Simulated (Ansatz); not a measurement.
# PdS2: the cost of one run

Program: Ansatz 0.2.0. Level of theory: reference: DFT, r2SCAN, plane waves, PAW. These are calculated values, not measurements.

### Step 1. The structure to begin with

Symmetry: Fm-3m, No. 225, cubic system. The conventional cell has a = 5.956 Å, b = 5.956 Å, c = 5.956 Å, α = 90.00°, β = 90.00°, γ = 90.00°. Around Pd (site symmetry m-3m) lie 8 S at 2.58 Å. Around S (site symmetry -43m) lie 4 Pd at 2.58 Å.

As a file:

```xyz
3
Lattice="0.0000 2.9780 2.9780 2.9780 0.0000 2.9780 2.9780 2.9780 0.0000" Properties=species:S:1:pos:R:3 pbc="T T T"
Pd    0.0000    0.0000    0.0000
S     1.4890    1.4890    1.4890
S     4.4670    4.4670    4.4670
```

### Step 2. The reference run

input.yaml

```yaml
crystal:
  lattice:
    - [0.0, 2.9779925134, 2.9779925134]
    - [2.9779925134, 0.0, 2.9779925134]
    - [2.9779925134, 2.9779925134, 0.0]
  atoms:
    - { symbol: Pd, position: [0.0, 0.0, 0.0] }
    - { symbol: S, position: [0.25, 0.25, 0.25] }
    - { symbol: S, position: [0.75, 0.75, 0.75] }
kpoints:
  mp_grid: { grid: [6, 6, 6] }
hamiltonian:
  xc: r2scan
scf:
  occupations: { method: fermi_dirac, width: 0.02 }
  n_extra_bands: 4
output:
  forces: true
  stress: true
  eigenvalues: true
```

Command:

```
$ ansatz run input.yaml --threads 4 --pin off --max-ram 3686MiB --backend cpu --events-out ev --progress --plain --runs-dir out
```

Q: Estimate wall time and peak memory on 4 threads of Arm Neoverse N1, shared host.

About 2.1 s, with a peak of 0.45 GiB.
